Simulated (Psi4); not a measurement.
# Al2Si2H6 (SMILES [SiH3][Al]1[AlH][SiH2]1): MP2/def2-SVPD (density fitting, density fitting for correlation, sweep point 8)

Wanted: the energy of Al2Si2H6. 

Program for the calculation: Psi4 1.11.

6 further runs of the same task are left out: 6 set aside as unsound or not needed.

## (1) Starting point

Al2Si2H6 has 10 atoms, charge 0, and is taken as a singlet. SMILES: `[SiH3][Al]1[AlH][SiH2]1`. The shape is that of a PBE0-D4/def2-TZVP optimisation.

Bond lengths: Si1–Al2 2.460 Å, Al2–Al3 2.479 Å, Al2–Si4 2.439 Å, Al3–Si4 2.343 Å, Si1–H5 1.491 Å, Si1–H6 1.491 Å, Si1–H7 1.490 Å, Al3–H8 1.585 Å, Si4–H9 1.581 Å, Si4–H10 1.500 Å. Some angles: Si1–Al2–Al3 164.4°, Si1–Al2–Si4 136.1°, Al3–Al2–Si4 56.9°, Al2–Al3–Si4 60.7°, Al2–Si4–Al3 62.4°, Al2–Si1–H5 110.3°, Al2–Si1–H6 111.0°, Al2–Si1–H7 111.8°, Al2–Al3–H8 149.8°, Si4–Al3–H8 135.8°.

## (2) The energy at MP2/def2-SVPD (density fitting, density fitting for correlation, sweep point 8)

job.in reads:

```
memory 1.6 GB

molecule m {
  0 1
  Si    -1.426500     1.264600    -1.412100
  Al    -0.140100    -0.429800    -0.177000
  Al     0.542000    -2.376000     1.198900
  Si     1.875500    -0.449300     1.195500
  H     -1.958600     0.687200    -2.679200
  H     -2.589700     1.742300    -0.611500
  H     -0.589800     2.446700    -1.761500
  H      0.798300    -3.933700     1.336500
  H      0.619900     0.509800     1.257200
  H      2.952200     0.487100     1.656400
  units angstrom
  symmetry c1
}

set basis def2-SVPD
set reference rhf
set scf_type df
set num_frozen_docc 20
set level_shift 0.5

energy('mp2')
```

Run with:

```
$ psi4 -n 1 job.in job.out
```

job.out:

```text
[...]
  Running in c1 symmetry.
[...]
  Nuclear repulsion =  261.620439093097900
[...]
  Multiplicity = 1
[...]
  Nalpha       = 30
  Nbeta        = 30
[...]
    Number of basis functions: 144
[...]
   @DF-RHF iter   1: -1064.73398658547399   -6.65027e-01   1.35810e-03 DIIS/ADIIS
[...]
   @DF-RHF iter  12: -1064.78969854916340   -1.75078e-11   4.03714e-09 DIIS
[...]
    Orbital Energies [Eh]
    ---------------------
    Doubly Occupied:
       1A    -68.756076     2A    -68.750848     3A    -58.468198
       4A    -58.459072     5A     -6.125583     6A     -6.120496
       7A     -4.899467     8A     -4.891116     9A     -4.235313
      10A     -4.234133    11A     -4.233548    12A     -4.230682
      13A     -4.230620    14A     -4.230529    15A     -3.216635
      16A     -3.215538    17A     -3.214316    18A     -3.208964
      19A     -3.207196    20A     -3.206454    21A     -0.738197
      22A     -0.709472    23A     -0.547784    24A     -0.515760
      25A     -0.480112    26A     -0.479983    27A     -0.422105
      28A     -0.417463    29A     -0.297425    30A     -0.283276
[...]
  @DF-RHF Final Energy: -1064.78969854916340
   => Energetics <=
    Nuclear Repulsion Energy =            261.6204390930979002
    One-Electron Energy =               -2000.7675562806064136
    Two-Electron Energy =                 674.3574186383449387
    Total Energy =                      -1064.7896985491634041
[...]
 Multipole Moments:
 ------------------------------------------------------------------------------------
     Multipole            Electronic (a.u.)      Nuclear  (a.u.)        Total (a.u.)
 ------------------------------------------------------------------------------------
 L = 1.  Multiply by 2.5417464519 to convert [e a0] to [Debye]
 Dipole X            :          1.7450492           -1.8269047           -0.0818555
 Dipole Y            :         -6.2310215            6.1132869           -0.1177346
 Dipole Z            :          2.4126682           -2.3852752            0.0273930
 Magnitude           :                                                    0.1459868
[...]
```

Run time: 3.6 s. Hardware: 1 thread of Intel Xeon Platinum 8375C at 2.90GHz (Ice Lake), shared host; peak memory 0.3 GiB.

## (3) What came out

At MP2/def2-SVPD (density fitting, density fitting for correlation, sweep point 8), 20 core orbitals frozen:

| quantity | value |
| --- | --- |
| total energy | -1065.13455 Eh |
| HOMO energy (Hartree–Fock orbitals) | -7.71 eV |
| LUMO energy (Hartree–Fock orbitals) | 0.88 eV |
| HOMO–LUMO gap (Hartree–Fock orbitals) | 8.58 eV |
| correlation energy (20 core orbitals frozen) | -344.9 mEh |
